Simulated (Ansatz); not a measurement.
# F3GeH4N: the cost of one run

All numbers below are computed with Ansatz 0.2.0 (RKS PBE0/def2-SVP).

**1. Starting point**

Bond lengths: Ge1–N2 2.233 Å, Ge1–F3 1.750 Å, Ge1–F4 1.765 Å, Ge1–F5 1.758 Å, N2–H8 1.018 Å, N2–H9 1.018 Å. Angles: Ge1–N2–H8 119.9°, Ge1–N2–H9 117.9°, H8–N2–H9 105.9°, N2–Ge1–F3 93.5°, N2–Ge1–F4 162.9°, N2–Ge1–F5 92.6°, F3–Ge1–F4 97.3°, F3–Ge1–F5 113.3°, F4–Ge1–F5 95.3°.

As a file:

```xyz
9

Ge   -0.7942   -0.4835    0.2637
N     0.9430    0.6594   -0.5503
F    -0.5913   -1.8044   -0.8669
F    -1.9143   -1.2972    1.3583
F    -1.9481    0.7261   -0.2816
H     1.2467    0.3844    0.7289
H     0.7593   -0.0854    1.4456
H     1.5018    0.2638   -1.3030
H     0.7972    1.6368   -0.7949
```

**2. A restrained relaxation towards end A**

Springs on the bonds that form and break draw the guess towards this end; the thresholds are loose.

Contents of input.yaml:

```yaml
crystal:
  periodic: [false, false, false]
  atoms:
    - { symbol: Ge, position_ang: [-0.7942, -0.4835, 0.2637] }
    - { symbol: "N", position_ang: [0.943, 0.6594, -0.5503] }
    - { symbol: F, position_ang: [-0.5913, -1.8044, -0.8669] }
    - { symbol: F, position_ang: [-1.9143, -1.2972, 1.3583] }
    - { symbol: F, position_ang: [-1.9481, 0.7261, -0.2816] }
    - { symbol: H, position_ang: [1.2467, 0.3844, 0.7289] }
    - { symbol: H, position_ang: [0.7593, -0.0854, 1.4456] }
    - { symbol: H, position_ang: [1.5018, 0.2638, -1.303] }
    - { symbol: H, position_ang: [0.7972, 1.6368, -0.7949] }
basis:
  gaussian: { orbitals: def2-SVP }
hamiltonian:
  xc: pbe0
relax:
  f_tol: 0.15
  max_steps: 25
  restrain:
    - { distance: [0, 6], at: 2.81, k: 30.0 }
    - { distance: [5, 1], at: 2.32, k: 30.0 }
    - { distance: [0, 1], at: 1.91, k: 30.0 }
    - { distance: [5, 6], at: 0.62, k: 30.0 }
output:
  orbitals: {}
```

The run is started by

```bash
> ansatz run input.yaml --threads 2 --pin off --max-ram 3072MiB --backend cpu --events-out ev --progress --plain --runs-dir out
```

**Question.** How long does this run take on 2 threads of Intel Xeon Platinum 8488C (Sapphire Rapids), shared host, and how much memory does it need?

About 27 s, with a peak of 0.27 GiB.
